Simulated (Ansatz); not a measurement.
Predict the output of the script below (the Python package of Ansatz (0.2.0)).

Script `camg_drho.py`:
```python
import argparse

import ansatz
import numpy as np

parser = argparse.ArgumentParser(description="Density difference of CaMg against its sublattices.")
parser.add_argument("--occupations", default="Fermi-Dirac", help="how the bands are filled")
parser.add_argument("--smearing-width", type=float, default=0.15, help="smearing width (eV)")
parser.add_argument("--scf-tol", type=float, default=1e-10, help="SCF tolerance (eV)")
parser.add_argument("--cutoff", type=float, required=True, help="plane-wave cutoff (eV)")
parser.add_argument("--mesh", type=int, nargs=3, required=True, help="k-point sampling")
args = parser.parse_args()

VECTORS = np.array([
    [3.636694, 0.0, 0.0],
    [-1.818347, 3.149469, 0.0],
    [0.0, 0.0, 11.335599],
])
SITES = [
    ("Ca", (2 / 3, 1 / 3, 0.64302)),
    ("Ca", (1 / 3, 2 / 3, 0.35698)),
    ("Mg", (1 / 3, 2 / 3, 0.887458)),
    ("Mg", (2 / 3, 1 / 3, 0.112542)),
]


def crystal_on(cell):
    crystal = ansatz.Crystal(lattice=ansatz.Lattice.of(cell))
    for symbol, position in SITES:
        crystal = crystal.atom(symbol, position)
    return crystal

def solve(crystal):
    return (
        crystal.calculation()
        .functional(ansatz.Functional.LDA)
        .occupations(args.occupations, width=args.smearing_width)
        .scf(tolerance=args.scf_tol)
        .basis(args.cutoff, grid_basis="typed")
        .kpoints(*args.mesh)
        .density()
        .run(threads=1)
    )


whole = solve(crystal_on(VECTORS))
difference = whole.density().channels[0].density_e_per_ang3.copy()
binding = whole.report["free_energy_ev"]
for element in ["Ca", "Mg"]:
    part = ansatz.Crystal(lattice=ansatz.Lattice.of(VECTORS))
    for symbol, position in SITES:
        if symbol == element:
            part = part.atom(symbol, position)
    alone = solve(part)
    difference -= alone.density().channels[0].density_e_per_ang3
    binding -= alone.report["free_energy_ev"]
    print(f"{element} sublattice: {alone.report['n_electrons']:g} electrons, {alone.report['n_iterations']} iterations")

voxel = abs(np.linalg.det(VECTORS)) / difference.size
print(f"energy of the crystal less its unpolarised sublattices: {binding / len(SITES):.4f} eV/atom")
print(f"net charge of the difference {difference.sum() * voxel:.5f} e, charge rearranged {0.5 * np.abs(difference).sum() * voxel:.3f} e")
print(f"extremes {difference.min():.4f} and {difference.max():.4f} e/A^3")
for (symbol, position) in SITES:
    index = tuple(int(round(p * n)) % n for p, n in zip(position, difference.shape))
    print(f"  change of the pseudo-density at the grid point nearest {symbol}: {difference[index]:+.4f} e/A^3")
```

`python camg_drho.py --cutoff 460.0 --mesh 7 7 2` gives:
```text
Ca sublattice: 20 electrons, 9 iterations
Mg sublattice: 20 electrons, 7 iterations
energy of the crystal less its unpolarised sublattices: -0.4626 eV/atom
net charge of the difference 0.00000 e, charge rearranged 0.409 e
extremes -0.0393 and 0.0343 e/A^3
  change of the pseudo-density at the grid point nearest Ca: -0.0118 e/A^3
  change of the pseudo-density at the grid point nearest Ca: -0.0118 e/A^3
  change of the pseudo-density at the grid point nearest Mg: -0.0088 e/A^3
  change of the pseudo-density at the grid point nearest Mg: -0.0088 e/A^3
```

Caveats:
- For a metal this k-point mesh is coarse: on a finer one energies can move by several to tens of meV an atom and pressures by half a GPa or more, differences at one mesh by less.
- Grid values close to the nuclei reflect the PAW or pseudopotential construction, not the all-electron fields.
- The structure comes from a database of computed cells and needn't be a stable or known phase.
- Charge moved counts every rearrangement, bonding and polarisation too, and is no transfer between atoms; the bare sublattices are artificial references. Values near the nuclei depend on the potentials.
- Wall time of the script: 6.1 s on 1 thread of Arm Neoverse V2 (shared host), peak memory 0.42 GiB.
